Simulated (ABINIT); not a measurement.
The system is I.

```
I
1.0
     3.63503   -2.39502    0.00000
     3.63503    2.39502    0.00000
     0.00000    0.00000    9.79344
I
4
Cartesian
  3.6350 -0.7152 3.7646
  3.6350 1.6799 1.1321
  3.6350 0.7152 6.0288
  3.6350 -1.6799 8.6613
```

```yaml
Program: ABINIT 10.8.3 (patched build)
Task: relaxation of cell and atoms
Functional: PBEsol
Potentials_or_basis: PseudoDojo NC SR PBEsol v0.4.1 standard
Cutoff: 952 eV
k_mesh: 5 × 5 × 2
Occupations: fermi-dirac, width 0.05 eV
Spin: no spin polarisation
```

At the start: pressure 0.2 GPa; volume 42.63 Å³/atom.

Task: How do energy, volume and symmetry change on relaxing?

Result: Over 22 steps the energy falls by 51.3 meV/atom and the volume is 39.89 Å³/atom (-6.4 %); space group Cmce (No. 64, to 0.05 Å).

Step by step:
| step | energy change (eV) | largest force (eV/Å) | pressure (GPa) | volume (Å³) |
| --- | --- | --- | --- | --- |
| 1 | 0.0000 | 0.8205 | 0.18 | 170.52 |
| 2 | -0.0257 | 0.6620 | -0.12 | 170.62 |
| 3 | -0.0855 | 0.1642 | -1.06 | 170.34 |
| 4 | -0.1001 | 0.0457 | -1.26 | 169.54 |
| 5 | -0.1225 | 0.1519 | -1.31 | 167.23 |
| 6 | -0.1413 | 0.2529 | -1.02 | 164.22 |
| 7 | -0.1569 | 0.2459 | -0.53 | 161.72 |
| 8 | -0.1684 | 0.1451 | 0.04 | 159.99 |
| 9 | -0.1699 | 0.1308 | 0.10 | 160.03 |
| 10 | -0.1722 | 0.1315 | 0.13 | 160.01 |
| 11 | -0.1788 | 0.1632 | 0.19 | 159.67 |
| 12 | -0.1879 | 0.1881 | 0.22 | 158.77 |
| 13 | -0.1957 | 0.1450 | 0.18 | 157.61 |
| 14 | -0.1996 | 0.0559 | 0.10 | 156.97 |
| 15 | -0.2002 | 0.0264 | 0.06 | 156.92 |
| 16 | -0.2003 | 0.0266 | 0.05 | 156.94 |
| 17 | -0.2010 | 0.0435 | 0.02 | 157.20 |
| 18 | -0.2021 | 0.0637 | -0.01 | 157.70 |
| 19 | -0.2037 | 0.0710 | -0.04 | 158.64 |
| 20 | -0.2049 | 0.0430 | -0.04 | 159.41 |
| 21 | -0.2052 | 0.0090 | -0.01 | 159.62 |
| 22 | -0.2053 | 0.0007 | 0.00 | 159.56 |

Final structure:
```
I
1.0
     3.77477   -2.17149    0.00000
     3.77477    2.17149    0.00000
     0.00000    0.00000    9.73318
I
4
Direct
  0.67040 0.32960 0.37690
  0.17040 0.82960 0.12310
  0.32960 0.67040 0.62310
  0.82960 0.17040 0.87690
```
